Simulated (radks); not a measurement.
# S in [Ne] 3s2 3p2 4f2: an all-electron calculation

Wanted: eigenvalues, radial structure and energy terms of neutral sulfur.

Program: radks (a radial shooting solver on a logarithmic mesh, Libxc functionals) version 1. Level of theory: scalar-relativistic Kohn-Sham, PBE, spin-polarised, spherical densities, finite nucleus; open shells are filled with parallel spins first. These are calculated values, not measurements, unless marked.

## Step 1: What is computed

```
element            : sulfur (Z = 16)
charge             : 0
electrons          : 16
configuration      : [Ne] 3s2 3p2 4f2
nuclear rms radius : 3.2611 fm
```

Outer shells as boxes (Hund's rule):

S
```
[Ne] core
3s [↑↓]
3p [↑ ][↑ ][  ]
4f [↑ ][↑ ][  ][  ][  ][  ][  ]
```

## Step 2: Self-consistent calculation

Input:

```text
Z 16
configuration [Ne] 3s2 3p2 4f2
relativity scalar-relativistic
functional pbe,pbe
spin polarised
nucleus finite rms 3.2611 fm
c 137.035999084
```

Command:

```sh
$ python run_ks.py task.json out
```

All runs below come from this command, one after another.

What does the calculation give?

The runs gave:

```
                        quantity                   value
                    total energy      -398.03496 hartree
exchange-correlation share of it                  6.27 %
                            −T/E                  1.0039
          highest occupied level        4f up, -0.693 eV
    most extended occupied level  4f up, <r> = 10.2 bohr
 radius at density 0.001 e/bohr³               3.44 bohr
    maxima of the radial density                       4
```

**Reading.** The radial density shows 4 maxima for 4 occupied principal shells. Relativity lifts −T/E to 1.004. This is not the tabulated ground configuration, so its levels and sizes aren't those of the ground state, and no measured value stands beside it.
